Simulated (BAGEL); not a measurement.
# C2H6BFO (SMILES COB(C)F) at HF/def2-SVP (density fitting with cc-pvqz-jkfit)

What is the vertical singlet–triplet gap of C2H6BFO at HF/def2-SVP (density fitting with cc-pvqz-jkfit)? 

The results are computed with BAGEL 1.2.2.

1 further run of the same task is left out (set aside as unsound or not needed).

### 1 Starting point

C2H6BFO has 11 atoms, charge 0, and is taken as a singlet. As SMILES, `COB(C)F`. The coordinates come from a PBE0-D4/def2-TZVP relaxation. This is one conformer, not always the lowest.

Bond lengths: C1–O2 1.408 Å, O2–B3 1.348 Å, B3–C4 1.569 Å, B3–F5 1.335 Å, C1–H6 1.092 Å, C1–H7 1.092 Å, C1–H8 1.093 Å, C4–H9 1.094 Å, C4–H10 1.090 Å, C4–H11 1.094 Å. Some angles: C1–O2–B3 123.8°, O2–B3–C4 126.0°, O2–B3–F5 114.4°, C4–B3–F5 119.6°, O2–C1–H6 109.0°, O2–C1–H7 108.9°, O2–C1–H8 112.4°, B3–C4–H9 111.5°, B3–C4–H10 111.3°, B3–C4–H11 111.4°.

### 2 The energy at HF/def2-SVP (density fitting with cc-pvqz-jkfit)

File job.json:

```json
{ "bagel" : [

{
  "title" : "molecule",
  "basis" : "svp",
  "df_basis" : "cc-pvqz-jkfit",
  "angstrom" : "true",
  "geometry" : [
    { "atom" : "C", "xyz" : [      -1.364400,       0.711100,       0.538500 ] },
    { "atom" : "O", "xyz" : [      -0.241000,       1.227800,      -0.135300 ] },
    { "atom" : "B", "xyz" : [       0.818600,       0.482700,      -0.508900 ] },
    { "atom" : "C", "xyz" : [       0.993200,      -1.057900,      -0.270600 ] },
    { "atom" : "F", "xyz" : [       1.779200,       1.165200,      -1.136000 ] },
    { "atom" : "H", "xyz" : [      -1.458500,       1.207100,       1.506900 ] },
    { "atom" : "H", "xyz" : [      -2.259100,       0.924300,      -0.050000 ] },
    { "atom" : "H", "xyz" : [      -1.294000,      -0.367700,       0.698100 ] },
    { "atom" : "H", "xyz" : [       0.947600,      -1.307000,       0.794000 ] },
    { "atom" : "H", "xyz" : [       1.947400,      -1.412800,      -0.660100 ] },
    { "atom" : "H", "xyz" : [       0.196300,      -1.629800,      -0.756000 ] }
  ]
},

{
  "title" : "hf",
  "charge" : 0
},

{
  "title" : "print",
  "file" : "orbitals.molden",
  "orbitals" : "true"
}

]}
```

Launch:

```console
$ BAGEL_NUM_THREADS=1 BAGEL job.json > job.out
```

The log of the run:

```text
* using 1 threads per process

  ===============================================================
  ===============================================================

  *** Geometry ***

  { "atom" : "C", "xyz" : [     -2.578342,      1.343784,      1.017618 ] },
  { "atom" : "O", "xyz" : [     -0.455424,      2.320206,     -0.255680 ] },
  { "atom" : "B", "xyz" : [      1.546930,      0.912171,     -0.961682 ] },
  { "atom" : "C", "xyz" : [      1.876876,     -1.999141,     -0.511360 ] },
  { "atom" : "F", "xyz" : [      3.362201,      2.201909,     -2.146729 ] },
  { "atom" : "H", "xyz" : [     -2.756166,      2.281088,      2.847628 ] },
  { "atom" : "H", "xyz" : [     -4.269080,      1.746674,     -0.094486 ] },
  { "atom" : "H", "xyz" : [     -2.445306,     -0.694852,      1.319218 ] },
  { "atom" : "H", "xyz" : [      1.790704,     -2.469872,      1.500443 ] },
  { "atom" : "H", "xyz" : [      3.680053,     -2.669805,     -1.247408 ] },
  { "atom" : "H", "xyz" : [      0.370953,     -3.079876,     -1.428633 ] },

  Number of auxiliary basis functions:      836

  Since a DF basis is specified, we compute 2- and 3-index integrals:
    o Being stored without compression. Storage requirement is 0.067 GB

  Number of basis functions:      100
  Number of electrons      :       40

    * METHOD: MOLECULE                             0.84

  *** RHF ***

  === Nuclear Repulsion ===
   171.5852488724

      * DIIS with orbital gradients will be used.

  === RHF iteration (svp) ===
      0       -277.88757589          0.01670070           0.16
      1       -278.06574724          0.00941614           0.15
      2       -278.12018402          0.00151030           0.15
      3       -278.12201377          0.00049757           0.15
      4       -278.12217680          0.00007758           0.15
      5       -278.12218259          0.00002866           0.15
      6       -278.12218325          0.00001145           0.15
      7       -278.12218339          0.00000198           0.15
      8       -278.12218340          0.00000071           0.15
      9       -278.12218340          0.00000032           0.15
     10       -278.12218340          0.00000012           0.15
     11       -278.12218340          0.00000004           0.15
     12       -278.12218340          0.00000001           0.15
     13       -278.12218340          0.00000001           0.15
    * SCF iteration converged.

    * Permanent dipole moment:
           (    0.765837,     0.826169,    -0.558782) a.u.

    * METHOD: HF                                   2.43

    * METHOD: PRINT                                0.02

  ===============================================================
```

It took 3.6 s on 1 thread of Arm Neoverse V1, shared host; peak memory 0.21 GiB.

### 3 The triplet, same level

File hf.json:

```json
{ "bagel" : [

{
  "title" : "molecule",
  "basis" : "svp",
  "df_basis" : "cc-pvqz-jkfit",
  "angstrom" : "true",
  "geometry" : [
    { "atom" : "C", "xyz" : [   -1.364400,    0.711100,    0.538500 ] },
    { "atom" : "O", "xyz" : [   -0.241000,    1.227800,   -0.135300 ] },
    { "atom" : "B", "xyz" : [    0.818600,    0.482700,   -0.508900 ] },
    { "atom" : "C", "xyz" : [    0.993200,   -1.057900,   -0.270600 ] },
    { "atom" : "F", "xyz" : [    1.779200,    1.165200,   -1.136000 ] },
    { "atom" : "H", "xyz" : [   -1.458500,    1.207100,    1.506900 ] },
    { "atom" : "H", "xyz" : [   -2.259100,    0.924300,   -0.050000 ] },
    { "atom" : "H", "xyz" : [   -1.294000,   -0.367700,    0.698100 ] },
    { "atom" : "H", "xyz" : [    0.947600,   -1.307000,    0.794000 ] },
    { "atom" : "H", "xyz" : [    1.947400,   -1.412800,   -0.660100 ] },
    { "atom" : "H", "xyz" : [    0.196300,   -1.629800,   -0.756000 ] }
  ]
},
{
  "title" : "uhf",
  "nopen" : 2
},
{
  "title" : "print",
  "file" : "orbitals.molden",
  "orbitals" : "true"
}

]}
```

Launch:

```console
$ BAGEL_NUM_THREADS=1 BAGEL hf.json > hf.out
```

The log of the run:

```text
* using 1 threads per process

  ===============================================================
  ===============================================================

  *** Geometry ***

  { "atom" : "C", "xyz" : [     -2.578342,      1.343784,      1.017618 ] },
  { "atom" : "O", "xyz" : [     -0.455424,      2.320206,     -0.255680 ] },
  { "atom" : "B", "xyz" : [      1.546930,      0.912171,     -0.961682 ] },
  { "atom" : "C", "xyz" : [      1.876876,     -1.999141,     -0.511360 ] },
  { "atom" : "F", "xyz" : [      3.362201,      2.201909,     -2.146729 ] },
  { "atom" : "H", "xyz" : [     -2.756166,      2.281088,      2.847628 ] },
  { "atom" : "H", "xyz" : [     -4.269080,      1.746674,     -0.094486 ] },
  { "atom" : "H", "xyz" : [     -2.445306,     -0.694852,      1.319218 ] },
  { "atom" : "H", "xyz" : [      1.790704,     -2.469872,      1.500443 ] },
  { "atom" : "H", "xyz" : [      3.680053,     -2.669805,     -1.247408 ] },
  { "atom" : "H", "xyz" : [      0.370953,     -3.079876,     -1.428633 ] },

  Number of auxiliary basis functions:      836

  Since a DF basis is specified, we compute 2- and 3-index integrals:
    o Being stored without compression. Storage requirement is 0.067 GB

  Number of basis functions:      100
  Number of electrons      :       40

    * METHOD: MOLECULE                             0.88

  *** Open-shell HF ***

  === Nuclear Repulsion ===
   171.5852488724

      * DIIS with orbital gradients will be used.

  === UHF iteration (svp) ===
      0       -277.45465881          0.03664279           0.33
      1       -277.68733439          0.02469414           0.35
      2       -277.77073804          0.01408719           0.35
      3       -277.81601176          0.00383740           0.34
      4       -277.82816977          0.00199027           0.35
      5       -277.83219371          0.00064806           0.33
      6       -277.83252082          0.00014878           0.33
      7       -277.83255130          0.00003884           0.34
      8       -277.83255534          0.00001805           0.34
      9       -277.83255748          0.00001290           0.34
     10       -277.83255866          0.00000963           0.35
     11       -277.83255909          0.00000767           0.33
     12       -277.83255926          0.00000584           0.33
     13       -277.83255938          0.00000460           0.33
     14       -277.83255951          0.00000392           0.33
     15       -277.83255960          0.00000327           0.33
     16       -277.83255965          0.00000268           0.33
     17       -277.83255971          0.00000199           0.34
     18       -277.83255975          0.00000117           0.34
     19       -277.83255977          0.00000065           0.34
     20       -277.83255977          0.00000045           0.33
     21       -277.83255977          0.00000036           0.33
     22       -277.83255977          0.00000028           0.33
     23       -277.83255977          0.00000019           0.32
     24       -277.83255977          0.00000014           0.34
     25       -277.83255977          0.00000012           0.34
     26       -277.83255977          0.00000011           0.33
     27       -277.83255977          0.00000009           0.34
     28       -277.83255977          0.00000007           0.33
     29       -277.83255977          0.00000005           0.32
     30       -277.83255977          0.00000004           0.32
     31       -277.83255977          0.00000003           0.32
     32       -277.83255977          0.00000002           0.34
     33       -277.83255977          0.00000002           0.34
     34       -277.83255977          0.00000001           0.34
     35       -277.83255977          0.00000001           0.34
    * SCF iteration converged.

    * S^2 (UHF) is 2.0212

    * Permanent dipole moment:
           (    2.485731,    -0.214639,    -1.197655) a.u.

    * METHOD: UHF                                 12.44

    * METHOD: PRINT                                0.02

  ===============================================================
```

Run time: 14 s. Hardware: 1 thread of Arm Neoverse V1, shared host; peak memory 0.21 GiB.

### 4 Outcome

At HF/def2-SVP (density fitting with cc-pvqz-jkfit):

```
                                        quantity          value
                           singlet: total energy  -278.12218 Eh
                          singlet: dipole moment         3.20 D
                            singlet: HOMO energy      -12.96 eV
                            singlet: LUMO energy        4.44 eV
                          singlet: HOMO–LUMO gap       17.39 eV
                           triplet: total energy  -277.83256 Eh
                          triplet: dipole moment         7.03 D
                                   triplet: ⟨S²⟩          2.021
vertical energy of the triplet above the singlet       7.881 eV
```

What this shows: At this shape the triplet lies 7.88 eV (182 kcal/mol) above the singlet.
